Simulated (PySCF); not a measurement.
# C4H5F2N: electronic excitations and core binding energies

Wanted: the electronic excitations and core binding energies of C4H5F2N (`CCC(F)(F)C#N`), by calculation.

The runs use PySCF 2.14.0, with density-fitted response routines of our own; the level of theory stands in each step. All values are computed, except where a source is named. Atoms are numbered from 0 throughout.

## (1) Starting geometry

12 atoms, charge 0, multiplicity 1; geometry from: GFN2-xTB.

Bonds of the start (Å): C0–C1 1.52, C1–C2 1.53, C2–F3 1.36, C2–F4 1.36, C2–C5 1.47, C5–N6 1.14, C0–H7 1.09, C0–H8 1.09, C0–H9 1.09, C1–H10 1.09, C1–H11 1.09.

## (2) Excited states and response: CAM-B3LYP/def2-SVPD

What the job is given:

```
{"job": {"kind": "uv", "xc": "CAM-B3LYP", "basis": "def2-SVPD", "nstates": 8, "ntriplets": 3}, "charge": 0, "multiplicity": 1}
C     -1.307605     0.471124    -0.268837
C     -0.300308    -0.025950     0.761094
C      0.915647    -0.665938     0.092270
F      0.550177    -1.771781    -0.615546
F      1.790258    -1.114521     1.039266
C      1.604905     0.279207    -0.793536
N      2.123784     1.038525    -1.467623
H     -1.633000    -0.348199    -0.906195
H     -0.872752     1.247395    -0.895338
H     -2.177182     0.881753     0.236797
H     -0.750876    -0.785540     1.403966
H      0.058152     0.793239     1.387654
```

Level: TDDFT CAM-B3LYP/def2-SVPD, vertical, gas phase, core orbitals frozen in the response.

What it wrote:

```text
coarse grid: 10680 points
cycle   1  E = -409.1871738183  dE =  1.003e+00  |g| = 8.790e-01  |ddm| = 4.572e+00
cycle   2  E = -408.9941299719  dE =  1.930e-01  |g| = 1.377e+00  |ddm| = 2.204e+00
cycle   3  E = -409.3405269094  dE = -3.464e-01  |g| = 1.617e-01  |ddm| = 1.386e+00
cycle   4  E = -409.3449954605  dE = -4.469e-03  |g| = 6.988e-02  |ddm| = 2.454e-01
cycle   5  E = -409.3459382557  dE = -9.428e-04  |g| = 1.558e-02  |ddm| = 9.049e-02
cycle   6  E = -409.3459819960  dE = -4.374e-05  |g| = 2.793e-03  |ddm| = 1.992e-02
cycle   7  E = -409.3459839337  dE = -1.938e-06  |g| = 4.691e-04  |ddm| = 6.136e-03
final grid: 105896 points
cycle   8  E = -409.4097574439  dE = -3.014e-05  |g| = 5.045e-03  |ddm| = 5.866e-02
cycle   9  E = -409.4097558744  dE =  1.569e-06  |g| = 6.125e-03  |ddm| = 1.154e-02
cycle  10  E = -409.4097621936  dE = -6.319e-06  |g| = 5.188e-04  |ddm| = 4.957e-03
cycle  11  E = -409.4097622300  dE = -3.640e-08  |g| = 3.361e-04  |ddm| = 8.157e-04
cycle  12  E = -409.4097622507  dE = -2.069e-08  |g| = 1.105e-04  |ddm| = 4.670e-04
cycle  13  E = -409.4097622534  dE = -2.675e-09  |g| = 1.184e-05  |ddm| = 1.229e-04
cycle  14  E = -409.4097622534  dE = -3.752e-11  |g| = 2.803e-06  |ddm| = 3.520e-05
converged SCF energy = -409.4097622534

Static polarisability (au): isotropic 52.633, principal 46.041 51.874 59.983

Singlet excitations
state   eV       nm        f      main configurations
  1   7.6052    163.0   0.00038   H->L 0.38, H-2->L 0.34
  2   8.0288    154.4   0.00022   H-1->L 0.29, H-2->L+1 0.20, H->L+1 0.18
  3   8.1042    153.0   0.00095   H-1->L+1 0.46, H-3->L+1 0.26
  4   8.6876    142.7   0.01160   H->L 0.32, H-2->L 0.32, H-5->L 0.15
  5   9.0727    136.7   0.01246   H->L+1 0.34, H-5->L+1 0.25, H-2->L+1 0.20
  6   9.3942    132.0   0.00248   H-5->L 0.58, H->L 0.12, H-2->L 0.10
  7   9.7155    127.6   0.01445   H-1->L 0.36, H-3->L 0.33, H-5->L 0.10
  8   9.7616    127.0   0.01803   H-5->L+1 0.45, H->L+1 0.23

Triplet excitations (Tamm-Dancoff, eV): 6.3015 6.8676 6.9202
```

Wall time 30 s (1 thread, shared host).

The orbitals next to the gap, with their largest atomic shares:

```csv
orbital,eV,atoms
HOMO−3,-12.40,"N6 27 %, C5 20 %, C0 14 %"
HOMO−2,-12.30,"N6 33 %, C5 26 %, C0 8 %"
HOMO−1,-12.08,"N6 28 %, C5 23 %, C0 14 %"
HOMO,-11.87,"N6 21 %, C1 16 %, C5 15 %"
LUMO,0.61,"N6 32 %, C5 27 %, C2 12 %"
LUMO+1,0.90,"N6 32 %, C5 30 %, C2 12 %"
LUMO+2,1.15,"C0 19 %, C1 17 %, C5 13 %"
```

With each of the 8 states as a Gaussian band of 0.4 eV half-width at 1/e, the curve within the window shown has maxima at 137 nm (ε 830), 128 nm (ε 1,400) L/(mol cm). Beyond the last state computed it falls off for lack of states. The curve at chosen wavelengths:

| nm | ε (L/mol/cm) |
| --- | --- |
| 123 | 700 |
| 125 | 1146 |
| 127 | 1387 |
| 129 | 1320 |
| 131 | 1090 |
| 134 | 854 |
| 136 | 825 |
| 138 | 823 |
| 140 | 791 |
| 142 | 708 |
| 144 | 580 |
| 146 | 433 |
| 148 | 297 |
| 151 | 155 |
| 153 | 103 |
| 155 | 73 |
| 157 | 54 |
| 159 | 42 |
| 161 | 33 |
| 163 | 26 |
| 165 | 20 |
| 168 | 13 |
| 170 | 9 |
| 172 | 6 |
| 174 | 4 |
| 176 | 2 |

Further results of this job:

```csv
property,computed
dipole moment (D),3.35
polarisability (Å³),7.80
HOMO–LUMO gap (eV),12.48
−ε(HOMO) (eV),11.87
```

## (3) X-ray photoelectron lines: SCAN, X2C

The job, as its differences from that of step 2:

```diff
@@ -1,2 +1,2 @@
-{"job": {"kind": "uv", "xc": "CAM-B3LYP", "basis": "def2-SVPD", "nstates": 8, "ntriplets": 3}, "charge": 0, "multiplicity": 1}
+{"job": {"kind": "xps"}, "charge": 0, "multiplicity": 1}
 C     -1.307605     0.471124    -0.268837
```

Method: delta-SCF UKS SCAN, pcX-2 on the ionised atom, pcseg-1 elsewhere, spin-free X2C.

What it wrote:

```text
ground state, core basis on atom 0 (C), 154 functions
  cycle   1  E = -409.76700869  |g| = 8.02e-01
  cycle   2  E = -409.34450573  |g| = 1.65e+00
  cycle   3  E = -409.85925155  |g| = 3.90e-01
  cycle   4  E = -409.89342909  |g| = 8.11e-02
  cycle   5  E = -409.89456475  |g| = 3.72e-02
  cycle   6  E = -409.89485155  |g| = 7.45e-03
  cycle   7  E = -409.89486268  |g| = 1.71e-03
  cycle   8  E = -409.89486347  |g| = 4.07e-04
  E(ground) = -409.89830676 Eh
hole in C 1s of atom 0
  cycle   1  E = -398.63236968  |g| = 1.50e+00
  cycle   2  E = -398.13541778  |g| = 1.70e+00
  cycle   3  E = -399.13644485  |g| = 3.54e-01
  cycle   4  E = -399.12592451  |g| = 3.68e-01
  cycle   5  E = -399.18140378  |g| = 9.04e-02
  cycle   6  E = -399.18435190  |g| = 4.26e-02
  cycle   7  E = -399.18496471  |g| = 9.25e-03
  cycle   8  E = -399.18499595  |g| = 4.30e-03
  cycle   9  E = -399.18500342  |g| = 1.58e-03
  cycle  10  E = -399.18500424  |g| = 9.86e-04
  cycle  11  E = -399.18500491  |g| = 3.91e-04
  E(ion) = -399.18791644 Eh   <S^2> = 0.7667   hole on atom = 1.000   binding energy = 291.445 eV
ground state, core basis on atom 1 (C), 154 functions
  cycle   1  E = -409.89628499  |g| = 5.95e-02
  cycle   2  E = -409.89621494  |g| = 2.82e-02
  cycle   3  E = -409.89626825  |g| = 2.44e-02
  cycle   4  E = -409.89636670  |g| = 1.28e-02
  cycle   5  E = -409.89640434  |g| = 1.09e-03
  cycle   6  E = -409.89640619  |g| = 3.31e-04
  E(ground) = -409.89996368 Eh
hole in C 1s of atom 1
  cycle   1  E = -398.60669247  |g| = 1.51e+00
  cycle   2  E = -397.83233570  |g| = 1.91e+00
  cycle   3  E = -399.05462697  |g| = 5.25e-01
  cycle   4  E = -399.02266999  |g| = 5.66e-01
  cycle   5  E = -399.15881848  |g| = 1.35e-01
  cycle   6  E = -399.16547097  |g| = 5.14e-02
  cycle   7  E = -399.16637735  |g| = 8.01e-03
  cycle   8  E = -399.16640899  |g| = 3.55e-03
  cycle   9  E = -399.16641740  |g| = 1.38e-03
  cycle  10  E = -399.16641890  |g| = 7.84e-04
  cycle  11  E = -399.16641905  |g| = 2.24e-04
  E(ion) = -399.16996572 Eh   <S^2> = 0.7689   hole on atom = 1.000   binding energy = 291.978 eV
ground state, core basis on atom 2 (C), 154 functions
  cycle   1  E = -409.90577694  |g| = 6.23e-02
  cycle   2  E = -409.90534864  |g| = 5.22e-02
  cycle   3  E = -409.90515362  |g| = 5.95e-02
  cycle   4  E = -409.90588201  |g| = 1.55e-02
  cycle   5  E = -409.90593288  |g| = 2.18e-03
  cycle   6  E = -409.90593450  |g| = 5.15e-04
  cycle   7  E = -409.90593310  |g| = 7.49e-05
  E(ground) = -409.90870531 Eh
hole in C 1s of atom 2
  cycle   1  E = -398.43725254  |g| = 1.51e+00
  cycle   2  E = -394.46145188  |g| = 3.34e+00
  cycle   3  E = -398.61714771  |g| = 8.85e-01
  cycle   4  E = -398.66280581  |g| = 8.22e-01
  cycle   5  E = -398.96340379  |g| = 2.08e-01
  cycle   6  E = -398.98041946  |g| = 9.77e-02
  cycle   7  E = -398.98364151  |g| = 2.32e-02
  cycle   8  E = -398.98384909  |g| = 7.52e-03
  cycle   9  E = -398.98388735  |g| = 2.98e-03
  cycle  10  E = -398.98389995  |g| = 1.75e-03
  cycle  11  E = -398.98390352  |g| = 8.85e-04
  cycle  12  E = -398.98390577  |g| = 7.48e-04
  cycle  13  E = -398.98390646  |g| = 3.62e-04
  E(ion) = -398.98827382 Eh   <S^2> = 0.7752   hole on atom = 1.000   binding energy = 297.160 eV
ground state, core basis on atom 3 (F), 154 functions
  cycle   1  E = -409.93932592  |g| = 1.19e-01
  cycle   2  E = -409.93881648  |g| = 7.36e-02
  cycle   3  E = -409.93892430  |g| = 6.88e-02
  cycle   4  E = -409.93956763  |g| = 5.45e-03
  cycle   5  E = -409.93957293  |g| = 2.25e-03
  cycle   6  E = -409.93957241  |g| = 8.12e-04
  cycle   7  E = -409.93957263  |g| = 1.83e-04
  E(ground) = -409.94510274 Eh
hole in F 1s of atom 3
  cycle   1  E = -383.54299270  |g| = 2.58e+00
  cycle   2  E = -383.14239393  |g| = 2.31e+00
  cycle   3  E = -384.08985451  |g| = 8.91e-01
  cycle   4  E = -384.13642306  |g| = 7.99e-01
  cycle   5  E = -384.41860732  |g| = 1.96e-01
  cycle   6  E = -384.43337465  |g| = 8.16e-02
  cycle   7  E = -384.43547525  |g| = 2.30e-02
  cycle   8  E = -384.43570070  |g| = 4.40e-03
  cycle   9  E = -384.43570886  |g| = 1.70e-03
  cycle  10  E = -384.43570878  |g| = 5.16e-04
  cycle  11  E = -384.43570943  |g| = 1.65e-04
  E(ion) = -384.44756992 Eh   <S^2> = 0.7573   hole on atom = 1.000   binding energy = 693.823 eV
ground state, core basis on atom 5 (C), 154 functions
  cycle   1  E = -409.89960737  |g| = 1.01e-01
  cycle   2  E = -409.89716240  |g| = 1.47e-01
  cycle   3  E = -409.90054888  |g| = 2.57e-02
  cycle   4  E = -409.90046628  |g| = 3.15e-02
  cycle   5  E = -409.90068040  |g| = 2.78e-03
  cycle   6  E = -409.90068094  |g| = 8.64e-04
  cycle   7  E = -409.90068256  |g| = 1.73e-04
  E(ground) = -409.90688956 Eh
hole in C 1s of atom 5
  cycle   1  E = -398.59367997  |g| = 1.51e+00
  cycle   2  E = -394.21877616  |g| = 2.85e+00
  cycle   3  E = -398.54022175  |g| = 1.00e+00
  cycle   4  E = -398.77512734  |g| = 9.31e-01
  cycle   5  E = -399.10830078  |g| = 2.08e-01
  cycle   6  E = -399.12436287  |g| = 9.29e-02
  cycle   7  E = -399.12855543  |g| = 2.10e-02
  cycle   8  E = -399.12876494  |g| = 1.61e-02
  cycle   9  E = -399.12892321  |g| = 6.48e-03
  cycle  10  E = -399.12900227  |g| = 4.23e-03
  cycle  11  E = -399.12905284  |g| = 2.86e-03
  cycle  12  E = -399.12906308  |g| = 1.61e-03
  cycle  13  E = -399.12906588  |g| = 6.17e-04
  cycle  14  E = -399.12906431  |g| = 2.05e-04
  E(ion) = -399.13369046 Eh   <S^2> = 0.8197   hole on atom = 1.000   binding energy = 293.154 eV
ground state, core basis on atom 6 (N), 154 functions
  cycle   1  E = -409.90964072  |g| = 7.37e-02
  cycle   2  E = -409.90916041  |g| = 5.20e-02
  cycle   3  E = -409.90831927  |g| = 8.09e-02
  cycle   4  E = -409.90971662  |g| = 8.69e-03
  cycle   5  E = -409.90973212  |g| = 1.42e-03
  cycle   6  E = -409.90973065  |g| = 3.25e-04
  E(ground) = -409.91188866 Eh
hole in N 1s of atom 6
  cycle   1  E = -394.28775159  |g| = 1.84e+00
  cycle   2  E = -390.58341707  |g| = 2.80e+00
  cycle   3  E = -394.58740181  |g| = 8.21e-01
  cycle   4  E = -394.77976361  |g| = 7.10e-01
  cycle   5  E = -394.94081570  |g| = 3.13e-01
  cycle   6  E = -394.97673248  |g| = 7.95e-02
  cycle   7  E = -394.97963035  |g| = 3.41e-02
  cycle   8  E = -394.98012493  |g| = 1.39e-02
  cycle   9  E = -394.98030066  |g| = 6.88e-03
  cycle  10  E = -394.98037225  |g| = 3.96e-03
  cycle  11  E = -394.98039305  |g| = 2.21e-03
  cycle  12  E = -394.98039558  |g| = 1.37e-03
  cycle  13  E = -394.98039661  |g| = 5.11e-04
  cycle  14  E = -394.98039795  |g| = 1.43e-04
  E(ion) = -394.98293245 Eh   <S^2> = 0.8154   hole on atom = 1.000   binding energy = 406.238 eV
```

Wall time 59 s (1 thread, shared host).

The holes in one table. −ε is the ground-state orbital energy:

```csv
hole,stands for,environment,ΔSCF (eV),−ε (eV),⟨S²⟩
C1s on C0,C0,methyl carbon,291.44,274.1,0.767
C1s on C1,C1,sp3 CH2,291.98,274.9,0.769
C1s on C2,C2,"fully substituted sp3 carbon bonded to 2 F, α to a nitrile",297.16,279.7,0.775
F1s on F3,"F3, F4",fluorine of a CF2 group,693.82,667.9,0.757
C1s on C5,C5,nitrile carbon,293.15,275.3,0.820
N1s on N6,N6,nitrile nitrogen,406.24,386.9,0.815
```

Each hole run stands for the others of its class of like atoms.

## (4) Results

| quantity | value |
| --- | --- |
| lowest singlet (CAM-B3LYP/def2-SVPD) | 7.61 eV (163 nm), f = 0.000 |
| brightest single state of those computed | state 8, 9.76 eV, f = 0.018 |
| lowest triplet | 6.30 eV |
| C1s binding energies, SCAN/pcX-2 | C2 297.16, C5 293.15, C1 291.98, C0 291.44 eV |
| F1s binding energies, SCAN/pcX-2 | F3 693.82 eV |
| N1s binding energies, SCAN/pcX-2 | N6 406.24 eV |

The lowest singlet, at 7.61 eV, is HOMO→LUMO 0.38, HOMO−2→LUMO 0.34 and is dark; of the 8 states computed, the strongest absorption comes from state 8 at 9.76 eV (the last computed, so partners may be missing). The lowest triplet lies 1.30 eV below the lowest singlet (triplets in Tamm-Dancoff, singlets in full TDDFT). The C1s levels kept as sound span 5.72 eV, from C0 (methyl carbon) up to C2 (fully substituted sp3 carbon bonded to 2 F, α to a nitrile).
